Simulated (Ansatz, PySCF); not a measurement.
**Hg2S2 in two programs**

Hg2S2 (singlet), relaxed with PySCF 2.14.0, RKS PBE0, Hg def2-SVP with ECP60, S def2-SVP; non-relativistic Hamiltonian with scalar-relativistic core potentials where named; density fitting; no spin-orbit coupling:

```xyz
4

Hg    0.0000    0.0000    2.3804
Hg    0.0000    0.0000   -2.3804
S     1.1497    0.0000    0.0000
S    -1.1497    0.0000    0.0000
```

There the HOMO–LUMO gap is 1.45 eV. The gap is small, and the closed shell wasn't tested for a lower spin-broken solution.

The same geometry by Ansatz 0.2.0 (PBE, PAW, a periodic box with 9 Å of vacuum):

```tsv
spin-orbit coupling	gap (eV)	largest force component (eV/Å)
without	0.02	0.41
```

Problem. What does the run with spin-orbit coupling give?

Solution. gap (eV): 0.02, largest force component (eV/Å): 0.49. It took 19 s on 2 threads of Arm Neoverse V2, with other jobs on the host, peak memory 1.8 GiB.

Some levels of the plane-wave runs are partly filled under the smearing, so their gaps are between more and less than half filled ones.

The spin-orbit runs use fully relativistic datasets of their own, so changes of a few hundredths of an eV needn't come from the coupling.

On relaxing from the template, bonds within or between ligands changed, so the formula names the start rather than the bonding at the end.

The two programs differ in functional, so their gaps don't test each other.
